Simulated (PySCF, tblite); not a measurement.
**C5H13NOSi2: geometry, infrared bands and NMR shifts**

Wanted: the infrared bands and NMR shifts of C5H13NOSi2 (`N[SiH2][SiH2]O[C@H]1C=CCC1`), by calculation.

The runs use tblite 0.8.0 and PySCF 2.14.0, with density-fitted response routines of our own; the level of theory stands in each step. All values are computed, except where a source is named. Atoms count from 0, in the outputs and in this text.

## 1. The starting structure

22 atoms, charge 0, multiplicity 1; geometry from: force field or distance geometry start.

Bonds of the start (Å): N0–Si1 1.82, Si1–Si2 2.21, Si2–O3 1.73, O3–C4 1.40, C4–C5 1.51, C5–C6 1.31, C6–C7 1.49, C7–C8 1.51, C8–C4 1.51, N0–H9 1.02, N0–H10 1.05, Si1–H11 1.48, Si1–H12 1.46, Si2–H13 1.49, Si2–H14 1.47, C4–H15 1.11, C5–H16 1.10, C6–H17 1.10, C7–H18 1.12, C7–H19 1.11, C8–H20 1.12, C8–H21 1.11.

## 2. Geometry optimisation with GFN2-xTB

What the job is given:

```
{"job": {"kind": "relax", "xc": "GFN2-xTB", "basis": "xTB"}, "charge": 0, "multiplicity": 1}
N      4.580600     0.483800     0.300800
Si     3.251000    -0.460600    -0.501500
Si     1.366600     0.353700     0.309300
O     -0.049100    -0.360700    -0.391900
C     -1.119600     0.346900     0.158700
C     -1.886000     0.955500    -0.984800
C     -3.007100     0.298400    -1.148100
C     -3.149400    -0.811400    -0.166900
C     -2.110700    -0.524600     0.888200
H      5.459300     0.379400    -0.208500
H      4.634700     0.124000     1.289200
H      3.439900    -1.870200    -0.085800
H      3.366000    -0.358000    -1.948500
H      1.314100     1.797400    -0.043700
H      1.333400     0.198300     1.769500
H     -0.745600     1.134300     0.840900
H     -1.568700     1.819300    -1.591700
H     -3.781500     0.503400    -1.902600
H     -4.170600    -0.799400     0.293500
H     -2.963100    -1.768100    -0.706500
H     -2.568700     0.031400     1.749600
H     -1.636100    -1.453300     1.278400
```

Run with:

```sh
OMP_NUM_THREADS=1 python probes_run.py task.json out
```

The driver reads the jobs from task.json and runs them one after another.

**Question.** This job is followed by: GFN2-xTB harmonic vibrations, gas phase; GIAO PBE0/pcSseg-1 NMR shielding, non-relativistic, gas phase. What will the session give for the following? strongest single infrared mode (GFN2-xTB); zero-point energy (GFN2-xTB); ¹³C shifts against TMS (PBE0/pcSseg-1); ¹H shifts against TMS (PBE0/pcSseg-1, means over atoms taken as alike); ¹⁵N shifts against NH3 (PBE0/pcSseg-1); ²⁹Si shifts against TMS (PBE0/pcSseg-1); ¹⁷O shifts against H2O (PBE0/pcSseg-1); surface potential, 1st and 99th percentile.

The runs gave:

| quantity | value |
| --- | --- |
| strongest single infrared mode (GFN2-xTB) | 2084 cm⁻¹, 672 km/mol |
| zero-point energy (GFN2-xTB) | 104.9 kcal/mol |
| ¹³C shifts against TMS (PBE0/pcSseg-1) | 141.1, 140.4, 86.0, 36.3, 35.0 ppm |
| ¹H shifts against TMS (PBE0/pcSseg-1, means over atoms taken as alike) | 6.00, 5.95, 5.36, 5.33, 5.20, 4.98, 4.79, 2.68, 2.42, 2.39, 1.75, -0.49 ppm |
| ¹⁵N shifts against NH3 (PBE0/pcSseg-1) | -2.5 ppm |
| ²⁹Si shifts against TMS (PBE0/pcSseg-1) | -32.2, -54.9 ppm |
| ¹⁷O shifts against H2O (PBE0/pcSseg-1) | 37.3 ppm |
| surface potential, 1st and 99th percentile | -1.25 V and 1.44 V |

Relaxing lowered the energy by 1.014 eV in 92 steps; the close pair that moved most is Si2–O3, from 1.734 to 1.619 Å. The lowest mode is imaginary (36i cm⁻¹), so the xTB geometry is not a minimum. The strongest single mode, at 2084 cm⁻¹, moves mainly H11 and H14. Unscaled tight-binding wavenumbers are off by several per cent, some by more. Its intensities can rank the bands wrongly. At PBE0/pcSseg-1, counted by nearest atom on the grid, the HOMO lies on N0 56 %; H11 16 %, the LUMO on Si1, Si2 about 15 % each; H13, H14 about 10 % each.
